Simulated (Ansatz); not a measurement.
# TaRu (210): surface energy and levels, part 2 of 2

The task, for TaRu: compute energy, relaxation and work function or band edges of the (210) face.

Ansatz 0.2.0; DFT PBEsol, scalar-relativistic, plane waves, PAW. Earlier steps stand in the parts before.

### 5 All atoms of the slab relaxed

Contents of input.yaml:

```yaml
crystal:
  lattice:
    - [3.3872292416, 0.0, 0.0]
    - [0.0, 6.760654415, 0.0]
    - [0.0, 0.0, 25.8170470639]
  atoms:
    - { symbol: Ta, position: [0.5, 0.7, 0.290505726] }
    - { symbol: Ru, position: [0.0, 0.4, 0.3166925102] }
    - { symbol: Ta, position: [0.5, 0.1, 0.3428792945] }
    - { symbol: Ru, position: [0.0, 0.8, 0.3690660787] }
    - { symbol: Ta, position: [0.5, 0.5, 0.395252863] }
    - { symbol: Ru, position: [0.0, 0.2, 0.4214396472] }
    - { symbol: Ta, position: [0.5, 0.9, 0.4476264315] }
    - { symbol: Ru, position: [0.0, 0.6, 0.4738132157] }
    - { symbol: Ta, position: [0.5, 0.3, 0.5] }
    - { symbol: Ru, position: [0.0, 0.0, 0.5261867843] }
    - { symbol: Ta, position: [0.5, 0.7, 0.5523735685] }
    - { symbol: Ru, position: [0.0, 0.4, 0.5785603528] }
    - { symbol: Ta, position: [0.5, 0.1, 0.604747137] }
    - { symbol: Ru, position: [0.0, 0.8, 0.6309339213] }
    - { symbol: Ta, position: [0.5, 0.5, 0.6571207055] }
    - { symbol: Ru, position: [0.0, 0.2, 0.6833074898] }
    - { symbol: Ta, position: [0.5, 0.9, 0.709494274] }
basis:
  ecutwfc: 420
kpoints:
  mp_grid: { grid: [10, 5, 1] }
hamiltonian:
  xc: pbesol
scf:
  occupations: { method: gaussian, width: 0.1 }
output:
  forces: true
  eigenvalues: true
relax:
  adjacent_minimum: "off"
  f_tol: 0.02
  max_steps: 60
efield:
  axis: 3
  dipole_correction: true
  ramp_width: 0.04
```

Run with:

```
$ ansatz run input.yaml --threads 8 --pin off --max-ram 15360MiB --backend cpu --events-out ev --progress --plain --runs-dir out
```

The log of the run:

```text
Warning: RAYON_NUM_THREADS=8 ignored (pool sized by the plan → 8); use --threads N
Engine: ansatz 0.2.0, aarch64-unknown-linux-gnu
Pseudopotentials: kind: paw
Pseudopotential: Ta, paw, valence charge 13, recommended cutoff 420 eV (normal), Ta.paw.azcp
Pseudopotential: Ru, paw, valence charge 16, recommended cutoff 420 eV (normal), Ru.paw.azcp
Functional definition: PBEsol
  exchange = pbesol_x
  correlation = pbesol_c
Crystal: 17 atoms, lattice volume = 591.207 Å³
Basis set: ecut = 420 eV, 11587 PW (Γ), exchange–correlation on 48×96×360 points (8 copies of the dense FFT grid, shifted against one another)
Bands: 147, of which v1, the nominal top of the filled ones, is band 123 counted from 1 (122 counted from 0)
Symmetry: 2 space group operations
k-points: 18 of 50 (time reversal used)
Non-local potential: Ta, projectors of the file, l = 0: 3, l = 1: 2, l = 2: 2, l = 3: 1
Non-local potential: Ru, projectors of the file, l = 0: 3, l = 1: 2, l = 2: 2, l = 3: 1
PAW form: soft (Blöchl's): semilocal exchange-correlation on the pseudo side does not see the compensation charge
PAW frozen core: Ta, regenerated for the run's functional, and the local potential with it (the file was generated under x = pbe(κ = 0.804, μ = 0.2195149727645171), c = pbe(β = 0.06672455060314922))
PAW frozen core: Ru, regenerated for the run's functional, and the local potential with it (the file was generated under x = pbe(κ = 0.804, μ = 0.2195149727645171), c = pbe(β = 0.06672455060314922))
PAW one-centre angular grid: Ta, 590 points (default); XC on 64 Gauss nodes
PAW one-centre angular grid: Ru, 590 points (default); XC on 64 Gauss nodes
Initial density: superposition of atomic densities (neutral atoms: chi_scale 0, normalization atom), corrected by the library's trained network
Initial wavefunctions: pseudopotential atomic-orbital guess
Functional: x = pbesol(κ = 0.804, μ = 0.12345679012345678), c = pbesol(β = 0.046)
SCF iter   1: F=—  HF=-134785.759872 eV  |F-HF|=—  |Δ(HF+E_count)|=         —  Δρ=1.07e-2  dr2=6.37e0  ethr=1.77e-3  p=-0.000 e·Å  D=-2.90e-14 V/Å  ΔV_dip=0.00 eV  dr2_dipole=4.57e-7  V_vac-E_F(+/−)=4.23/4.23 eV  ⟨swp⟩=9.2  Hψ=12823  notcnv=0
efield: sawtooth ramp at fractional position 0.9800 (placed from the atoms, in the widest stretch of the axis that holds none; the zero of the levels goes with the place), width 0.0400; the density the first Hamiltonian is built on has a dipole p = -0.000 e·Å; the dipole correction subtracts the counter field D = -2.90e-14 V/Å, which shifts the + side's vacuum level by +0.00 eV against the − side's; the planar-averaged density in the ramp window peaks in size at 1.9e-5 e/Å³
preconditioner: auto → LDOS  [metal: Δε(μ)=0.013 eV  Ē_g=4.202 eV  σ=0.100 eV  W_gap=0.07  n_scr=132 (ndim 8)  ℏωp=15.9 eV  f_vac=0.475  D(μ)=19.93/eV (n_scr^D=154)  β→1.0]
SCF iter   2: F=—  HF=-134785.631597 eV  |F-HF|=—  |Δ(HF+E_count)|=   1.28e-1  Δρ=5.72e-3  dr2=5.13e-1  ethr=1.77e-3  p=-0.000 e·Å  D=-4.66e-6 V/Å  ΔV_dip=0.00 eV  dr2_dipole=3.44e-7  V_vac-E_F(+/−)=4.32/4.32 eV  ⟨swp⟩=2.0  Hψ=3211  notcnv=0  defer=215
SCF iter   3: F=—  HF=-134785.611121 eV  |F-HF|=—  |Δ(HF+E_count)|=   2.05e-2  Δρ=1.34e-3  dr2=2.99e-2  ethr=2.09e-4  p=-0.000 e·Å  D=-6.78e-6 V/Å  ΔV_dip=0.00 eV  dr2_dipole=5.38e-7  V_vac-E_F(+/−)=4.30/4.30 eV  ⟨swp⟩=2.1  Hψ=3310  notcnv=0  defer=235
SCF iter   4: F=—  HF=-134785.609857 eV  |F-HF|=—  |Δ(HF+E_count)|=   1.26e-3  Δρ=2.47e-4  dr2=5.40e-4  ethr=1.22e-5  p=0.000 e·Å  D=1.06e-6 V/Å  ΔV_dip=-0.00 eV  dr2_dipole=6.16e-8  V_vac-E_F(+/−)=4.29/4.29 eV  ⟨swp⟩=2.4  Hψ=3298  notcnv=0  defer=235
SCF iter   5: F=—  HF=-134785.610004 eV  |F-HF|=—  |Δ(HF+E_count)|=   1.47e-4  Δρ=1.33e-4  dr2=2.32e-4  ethr=2.20e-7  p=-0.000 e·Å  D=-2.55e-6 V/Å  ΔV_dip=0.00 eV  dr2_dipole=2.26e-8  V_vac-E_F(+/−)=4.28/4.28 eV  ⟨swp⟩=3.0  Hψ=4112  notcnv=0  defer=72
SCF iter   6: F=—  HF=-134785.610007 eV  |F-HF|=—  |Δ(HF+E_count)|=   3.60e-6  Δρ=3.33e-5  dr2=1.34e-5  ethr=9.48e-8  p=0.000 e·Å  D=4.84e-7 V/Å  ΔV_dip=-0.00 eV  dr2_dipole=3.14e-10  V_vac-E_F(+/−)=4.27/4.27 eV  ⟨swp⟩=2.0  Hψ=3309  notcnv=0  defer=72
SCF iter   7: F=-134785.610010 eV  HF=-134785.610010 eV  |F-HF|=4.84e-7  |Δ(HF+E_count)|=   3.04e-6  Δρ=1.27e-5  dr2=2.60e-6  ethr=4.08e-9  p=-0.000 e·Å  D=-3.72e-7 V/Å  ΔV_dip=0.00 eV  dr2_dipole=6.46e-11  V_vac-E_F(+/−)=4.27/4.27 eV  ⟨swp⟩=13.9  Hψ=12848  notcnv=0
SCF 1 converged in 7 iterations: F = -134785.610010 eV  dr2 = 2.60e-6
relax step   1: F+E_penalty+E_count = -134785.61000970 eV  Δ(F+E_penalty+E_count) = +0.000e0 eV  max|allowed force component| = 1.696e0 eV/Å  Δτ_max = 0.0000 Å  (7 SCF iters, dr2 threshold 1.00e-5 eV, accepted)
[... 13 lines left out ...]
relax step   2: F+E_penalty+E_count = -134786.22143216 eV  Δ(F+E_penalty+E_count) = -6.114e-1 eV  max|allowed force component| = 8.481e-1 eV/Å  Δτ_max = 0.1948 Å  (7 SCF iters, dr2 threshold 1.00e-4 eV, accepted)
[... 10 lines left out ...]
relax step   3: F+E_penalty+E_count = -134786.36319833 eV  Δ(F+E_penalty+E_count) = -1.418e-1 eV  max|allowed force component| = 2.438e-1 eV/Å  Δτ_max = 0.0748 Å  (6 SCF iters, dr2 threshold 4.49e-5 eV, accepted)
[... 10 lines left out ...]
relax step   4: F+E_penalty+E_count = -134786.39408501 eV  Δ(F+E_penalty+E_count) = -3.089e-2 eV  max|allowed force component| = 1.422e-1 eV/Å  Δτ_max = 0.0386 Å  (7 SCF iters, dr2 threshold 4.92e-6 eV, accepted)
[... 9 lines left out ...]
relax step   5: F+E_penalty+E_count = -134786.40133553 eV  Δ(F+E_penalty+E_count) = -7.251e-3 eV  max|allowed force component| = 5.332e-2 eV/Å  Δτ_max = 0.0245 Å  (6 SCF iters, dr2 threshold 1.67e-6 eV, accepted)
[... 10 lines left out ...]
relax step   6: F+E_penalty+E_count = -134786.40264126 eV  Δ(F+E_penalty+E_count) = -1.306e-3 eV  max|allowed force component| = 1.058e-2 eV/Å  Δτ_max = 0.0123 Å  (7 SCF iters, accepted)
SCF converged after 7 iterations
Free energy (F): -134786.402641 eV
Harris-Foulkes:  -134786.402641 eV  (|F-HF|=1.87e-8)
Internal energy: -134786.299005 eV  (E = F + TS)
E sigma→0 (E₀):  -134786.350823 eV
Entropy (-TS):   -0.103636 eV (-6.096 meV/atom)
Fermi energy:    7.343806 eV
Dipole field:    D = 0.000000 V/Å  (p = 0.000002 e·Å, saw-weighted, corrected)
Work function:   Φ+ = 4.4033 eV   Φ− = 4.4033 eV
Levels:          The Fermi level and band energies are counted from a zero that moves with the ramp; work functions are not
--- Per-component energies (eV) ---
  E_band       = -4872.026074
  E_kinetic    = 7404.821259
  E_local      = -336254.728536  (includes V_loc(G=0)·N_el)
  E_nonlocal   = 2918.624991
  E_hartree    = 163805.903466
  E_xc         = -3461.856852
  E_vxc        = -3734.691277  (∫ρ·V_xc dr)
  E_paw        = -101649.532770  (= ΣΔE_a)
  E_vpaw       = -2817.900534  (= ΣTr[D̂ρ^β])
  E_aug_tail   = -0.000266  (compensation charges beyond the density's cutoff)
  E_efield     = 0.000000  (sawtooth field / dipole correction)
  E_vefield    = 0.000000  (∫n·V_field dr)
  E_ewald      = 132446.520516
  E_core_change = 3.949186  (= ΣΔE_core)
  E_smearing   = -0.103636  (= −TS)
  E_closure    = 0.000000  (closes the sum)
  Σ components = -134786.402641   (vs F -134786.402641, Δ=0.00e0)
--- Forces (eV/Å), atoms counted from 1 ---
  atom   1  Ta     0.00000000     0.00033718     0.00287755
  atom   2  Ru     0.00000000    -0.01058266    -0.00162937
  atom   3  Ta     0.00000000    -0.00040406     0.00886681
  atom   4  Ru     0.00000000     0.00738434     0.00014309
  atom   5  Ta     0.00000000    -0.00534807    -0.00274578
  atom   6  Ru     0.00000000     0.00195858    -0.00273110
  atom   7  Ta     0.00000000     0.00881775    -0.00019832
  atom   8  Ru     0.00000000    -0.00715872     0.00630658
  atom   9  Ta     0.00000000     0.00000508    -0.00000996
  atom  10  Ru     0.00000000     0.00715518    -0.00629648
  atom  11  Ta     0.00000000    -0.00880601     0.00021076
  atom  12  Ru     0.00000000    -0.00194907     0.00273403
  atom  13  Ta     0.00000000     0.00531402     0.00277626
  atom  14  Ru     0.00000000    -0.00737932    -0.00015026
  atom  15  Ta     0.00000000     0.00039605    -0.00887800
  atom  16  Ru     0.00000000     0.01057445     0.00161481
  atom  17  Ta     0.00000000    -0.00031786    -0.00289331
  max |Σ_I F_I| component: 3.14e-6 eV/Å
--- Band table (eV; the first three rows and the last of 18) ---
  k-point 0: bands = ["-65.5383", "-65.5382", "-65.4748", "-65.4652", "-65.4043", "-65.4040", "-65.1091", "-65.1091", "-61.0455", "-61.0455", "-61.0374", "-61.0295", "-60.9462", "-60.9462", "-60.8717", "-60.8156", "-60.8138", "-35.6586", "-35.6584", "-35.6199", "-35.6196", "-35.5945", "-35.5821", "-35.5813", "-35.5376", "-35.5278", "-35.5090", "-35.4905", "-35.4885", "-35.4713", "-35.4638", "-35.4349", "-35.4336", "-35.4094", "-35.4058", "-35.2357", "-35.2356", "-35.2218", "-35.2218", "-35.0617", "-35.0615", "-27.7715", "-27.7550", "-27.7331", "-27.6886", "-27.6700", "-27.6303", "-27.5772", "-27.5645", "-27.4817", "-27.4726", "-27.4684", "-27.4595", "-27.4237", "-27.4229", "-27.4228", "-27.3807", "-27.3711", "-27.3304", "-27.3214", "-27.3214", "-27.3049", "-27.3017", "-27.2947", "-27.2304", "-27.1843", "-27.1832", "-27.1074", "-1.0330", "-0.0819", "1.1130", "1.5341", "1.6552", "1.8279", "1.8827", "1.9127", "2.0943", "2.1746", "2.2541", "2.2791", "2.4999", "2.5185", "2.6165", "2.8230", "3.0973", "3.0983", "3.2885", "3.3217", "3.4709", "3.6921", "3.7048", "3.7317", "3.7602", "3.7818", "3.9431", "4.1668", "4.2601", "4.3444", "4.4172", "4.4410", "4.6415", "4.6508", "4.8719", "4.9548", "4.9772", "5.1359", "5.1695", "5.1954", "5.3003", "5.5189", "5.5533", "5.6064", "5.7674", "5.7945", "5.9818", "6.1588", "6.4964", "6.5842", "6.6907", "6.8099", "7.1570", "7.1985", "7.3090", "7.4768", "7.7724", "7.8608", "7.9033", "7.9645", "8.1201", "8.1959", "8.3038", "8.3218", "8.3436", "8.4231", "8.4802", "8.5625", "8.8155", "8.8259", "8.9280", "9.1576", "9.1949", "9.2280", "9.3177", "9.3523", "9.3609", "9.4645", "9.5488"]
[... 3 lines left out ...]
--- Relaxed structure (6 steps of the walk, 6 accepted, 0 SCFs on fresh bases) ---
  F+E_penalty+E_count = -134786.40264126 eV   max|allowed force component| = 1.058e-2 eV/Å
  atoms:
    - { symbol: Ta, position: [0.5, 0.6958822331236272, 0.29998213656946576] }
    - { symbol: Ru, position: [0.0, 0.4073967205788421, 0.3205066185670199] }
    - { symbol: Ta, position: [0.5, 0.11245202249149733, 0.33622461906976814] }
    - { symbol: Ru, position: [0.0, 0.8081738643383329, 0.3684220921581389] }
    - { symbol: Ta, position: [0.5, 0.4884188217729985, 0.39578340622477803] }
    - { symbol: Ru, position: [0.0, 0.19182456764446806, 0.4214864612918198] }
    - { symbol: Ta, position: [0.5, 0.9020002367501119, 0.44599702091217625] }
    - { symbol: Ru, position: [0.0, 0.6027248100710438, 0.47414007547411446] }
    - { symbol: Ta, position: [0.5, 0.3000000231646088, 0.4999999506369349] }
    - { symbol: Ru, position: [0.0, -0.002724640971953012, 0.5258599096995111] }
    - { symbol: Ta, position: [0.5, 0.6979997343182192, 0.5540029399845756] }
    - { symbol: Ru, position: [0.0, 0.40817546572078894, 0.5785135017829991] }
    - { symbol: Ta, position: [0.5, 0.11158198815532705, 0.6042165775389126] }
    - { symbol: Ru, position: [0.0, 0.7918263527628523, 0.6315778731334041] }
    - { symbol: Ta, position: [0.5, 0.4875481230209846, 0.6637754880002988] }
    - { symbol: Ru, position: [0.0, 0.19260304292411368, 0.6794934229538196] }
    - { symbol: Ta, position: [0.5, 0.9041166341341368, 0.7000179060022628] }
```

It took 3.4 min on 8 threads of Arm Neoverse V1, shared host; peak memory 3.7 GiB.

The steps of the relaxation:

| step | energy from step 1 (eV/cell) | largest force component (eV/Å) |
| --- | --- | --- |
| 1 | 0.0000 | 1.6965 |
| 2 | -0.6114 | 0.8481 |
| 3 | -0.7532 | 0.2438 |
| 4 | -0.7841 | 0.1422 |
| 5 | -0.7913 | 0.0533 |
| 6 | -0.7926 | 0.0106 |

Step 1 is the start.

From the log: work function 4.40 eV.

Plane-averaged electrostatic potential energy of an electron across the slab, counted from the Fermi level:

z (Å), V (eV) and a bar:
```
     2.01       4.40 ##############################
     2.58       4.40 ##############################
     2.87       4.40 ##############################
     3.44       4.40 ##############################
     3.73       4.40 ##############################
     4.30       4.39 ##############################
     4.59       4.39 ##############################
     5.16       4.33 ##############################
     5.45       4.27 ##############################
     6.02       3.88 #############################
     6.60       2.47 ###########################
     6.88       0.63 #########################
     7.46      -6.49 ###############
     7.75     -11.62 #######
     8.32     -16.87 
     8.61     -15.42 ##
     9.18     -12.02 #######
     9.47     -12.31 ######
    10.04     -11.81 #######
    10.33     -12.22 #######
    10.90     -14.10 ####
    11.47     -12.26 ######
    11.76     -12.17 #######
    12.33     -13.35 #####
    12.62     -12.72 ######
    13.20     -12.72 ######
    13.48     -13.35 #####
    14.06     -12.17 #######
    14.34     -12.26 ######
    14.92     -14.10 ####
    15.49     -12.22 #######
    15.78     -11.81 #######
    16.35     -12.31 ######
    16.64     -12.02 #######
    17.21     -15.42 ##
    17.50     -16.87 
    18.07     -11.62 #######
    18.36      -6.49 ###############
    18.93       0.63 #########################
    19.22       2.47 ###########################
    19.79       3.88 #############################
    20.37       4.27 ##############################
    20.65       4.33 ##############################
    21.23       4.39 ##############################
    21.51       4.39 ##############################
    22.09       4.40 ##############################
    22.37       4.40 ##############################
    22.95       4.40 ##############################
    23.24       4.40 ##############################
    23.81       4.40 ##############################
```

### 6 What the (210) slab gives

|  | as cut | relaxed |
| --- | --- | --- |
| work function | 4.27 eV | 4.40 eV |
| dipole along +c (e·Å/cell) | 0.000 | 0.000 |

Spacings of the planes, from the bottom up:

```tsv
plane	atoms	spacing to the next, as cut (Å)	relaxed (Å)	change (%)	rumpling (Å)
1	Ta	0.676	0.530	-21.6	0.000
2	Ru	0.676	0.406	-40.0	0.000
3	Ta	0.676	0.831	+23.0	0.000
4	Ru	0.676	0.706	+4.5	0.000
5	Ta	0.676	0.664	-1.8	0.000
6	Ru	0.676	0.633	-6.4	0.000
7	Ta	0.676	0.727	+7.5	0.000
8	Ru	0.676	0.668	-1.2	0.000
9	Ta	0.676	0.668	-1.2	0.000
10	Ru	0.676	0.727	+7.5	0.000
11	Ta	0.676	0.633	-6.4	0.000
12	Ru	0.676	0.664	-1.8	0.000
13	Ta	0.676	0.706	+4.5	0.000
14	Ru	0.676	0.831	+23.0	0.000
15	Ta	0.676	0.406	-40.0	0.000
16	Ru	0.676	0.530	-21.6	0.000
17	Ta				0.000
```

### 7 Summary of results

What follows sums up all 2 parts.

| quantity | value |
| --- | --- |
| slab (210), cut with Ta on top | not stoichiometric |
| work function, (210), cut with Ta on top | 4.40 eV |

On (210) the top spacing contracts by 21.6 %, and relaxation gains 0.277 J/m² a face. Another spacing, gap 15 from the bottom, changes more, by -40.0 %. The slab's composition (Ta9Ru8) differs from the bulk's, so its surface energy depends on the chemical potentials and is not given. The runs treat Ta without spin-orbit coupling.
